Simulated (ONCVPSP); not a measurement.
**Tin: generating and testing an ONCV potential**

Aim: build the potential from the settings below, then test how well it stands in for the atom: other configurations, scattering, ghost states and the plane-wave cutoff that it needs.

Method: ONCVPSP 4.0.1.1 (patched build), PBE, scalar-relativistic.

## (1) Starting point

The settings as typed:

- element: tin (Sn, Z = 50)
- type: optimised norm-conserving Vanderbilt (ONCV)
- frozen core: [Ar] 3d10
- valence charge: 22
- reference configuration: 4s2 4p6 4d10 5s2 5p2
- partial waves: 4s+5s: rc 1.22 bohr, ncon 3, nbas 8, qcut 10.4 1/bohr, 2 projectors; 4p+5p: rc 1.65 bohr, ncon 3, nbas 6, qcut 8.6 1/bohr, 2 projectors; 4d: rc 1.40 bohr, ncon 3, nbas 7, qcut 11.1 1/bohr, 2 projectors, debl 0.6 Ha
- local potential: polynomial inside 0.90 bohr (lpopt 5, dvloc0 0 Ha)
- core correction: not asked for

The nodes and maxima of the atom's own shells, from an earlier all-electron run, set the scale for the radii.

All-electron outer shells of the reference configuration (PBE, scalar-relativistic, ld1.x):

```csv
shell,level (eV),outermost node (bohr),outermost maximum (bohr)
3p,-698.81,0.14,0.30
3d,-473.43,–,0.25
4s,-133.93,0.40,0.74
4p,-89.70,0.41,0.79
4d,-25.84,0.39,0.88
5s,-10.55,0.98,2.01
5p,-3.69,1.09,2.55
```

## (2) Generating the potential

File Sn.dat:

```
# ATOM AND REFERENCE CONFIGURATION
# atsym  z   nc   nv     iexc    psfile
  Sn 50.00    6    5        4      upf
#
#   n    l    f
    1    0    2.00
    2    0    2.00
    2    1    6.00
    3    0    2.00
    3    1    6.00
    3    2   10.00
    4    0    2.00
    4    1    6.00
    4    2   10.00
    5    0    2.00
    5    1    2.00
#
# PSEUDOPOTENTIAL AND OPTIMIZATION
# lmax
    2
#
#   l,   rc,      ep,       ncon, nbas, qcut
    0    1.22    0.00    3    8   10.40
    1    1.65    0.00    3    6    8.60
    2    1.40    0.00    3    7   11.10
#
# LOCAL POTENTIAL
# lloc, lpopt,  rc(5),   dvloc0
    4    5    0.90    0.00
#
# VANDERBILT-KLEINMAN-BYLANDER PROJECTORs
# l, nproj, debl
    0    2    0.40
    1    2    2.80
    2    2    0.60
#
# MODEL CORE CHARGE
# icmod, fcfact, rcfact
    0    0.00    0.00
#
# LOG DERIVATIVE ANALYSIS
# epsh1, epsh2, depsh
   -6.00    5.00    0.04
#
# OUTPUT GRID
# rlmax, drl
    6.00    0.01
#
# TEST CONFIGURATIONS
# ncnf
    4
# nvcnf
#   n    l    f
    5
    4    0    2.00
    4    1    6.00
    4    2   10.00
    5    0    2.00
    5    1    1.00
#
    5
    4    0    2.00
    4    1    6.00
    4    2   10.00
    5    0    2.00
    5    1    0.00
#
    5
    4    0    2.00
    4    1    6.00
    4    2   10.00
    5    0    1.00
    5    1    0.00
#
    5
    4    0    2.00
    4    1    6.00
    4    2   10.00
    5    0    2.00
    5    1    1.50
#
```

The run is started by

```
oncvpsp.x < Sn.dat > Sn.out
```

What does the calculation give? Wanted: cutoffs for 1 and 0.1 mHa per electron, occupied waves; bound ghosts; GHOST(+) flags; largest test error; largest phase difference near zero energy, channels read; projector energies reset by the program.

As calculated:

| quantity | value |
| --- | --- |
| cutoffs for 1 and 0.1 mHa per electron, occupied waves | 41 Ha and 48 Ha |
| bound ghosts | none found |
| GHOST(+) flags | s at 249 eV |
| largest test error (AE − PS) | -11 meV, for 4s2 4p6 4d10 5s1 5p0 |
| largest phase difference near zero energy, channels read | 0.000 rad |
| projector energies reset by the program | d: -0.950, 0.250 Ha |

**Reading.** By total energies transferability is good: the largest error is 11 meV on 51.8 eV, for 4s2 4p6 4d10 5s1 5p0. The potential is hard: the looser tolerance needs 41 Ha. It is free of bound ghosts as far as tested. Near zero energy the phases of the channels with partial waves agree within 0.001 rad. The program also flags highly localised states, GHOST(+) (s). All of this concerns the isolated atom, not yet a solid.
